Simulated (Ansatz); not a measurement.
**ZnS+ (doublet): from Hartree-Fock to the top rungs, def2-TZVPP**

An exercise on one series of results from a longer session: the logs are not shown, and one member is left open.

Program: Ansatz 0.2.0, Gaussian basis. Level of theory: def2-TZVPP, core rule «outside noble gas», up to 14 orbitals frozen. These are calculated values, not measurements.

Plan: UHF; ROHF; CCSD(T) on UHF.

2 further runs of the same task are left out: 2 set aside as unsound or not needed.

### The system

The geometry is a PBE0/def2-TZVP stationary point (not a proven minimum) of the parent state, kept for this charge and spin.

2 atoms, charge 1, spin multiplicity 2.

Atoms are counted from 1 here; the program's logs count them from 0.

Bond lengths: Zn1–S2 2.056 Å.

Coordinates:

```xyz
2
SZn
Zn    0.00000    0.00000    0.00000
S     0.00000    0.00000    2.05600
```

The first run:

Input file in.yaml:

```yaml
crystal:
  periodic: [false, false, false]
  atoms:
    - {symbol: Zn, position_ang: [0.000000, 0.000000, 0.000000]}
    - {symbol: S, position_ang: [0.000000, 0.000000, 2.056000]}
basis:
  gaussian: {orbitals: def2-TZVPP}
total_charge: 1
magnetization: {spin_polarized: true, initial_magnetization: 1}
hamiltonian: {xc: hf}
output: {orbitals: {seedname: orbitals}}
```

On the command line:

```bash
> ansatz run in.yaml --threads 1 --pin off --events-out ev --progress --plain --max-ram 4096MiB --backend cpu
```

Among the steps run: UHF; ROHF; CCSD(T) on UHF.

One table of the session follows, with a row left open; its other results are not shown here.

```
  method  from UCCSD(T) (meV)
    ROHF             +16585.1
     UHF             +16439.6
    UMP2                    ?
   UCCSD               +549.5
UCCSD(T)                    0
```

**Question.** Estimate the row for UMP2.

As computed: from UCCSD(T) (meV): -107.1. In the column «from UCCSD(T) (meV)» it is the lowest.
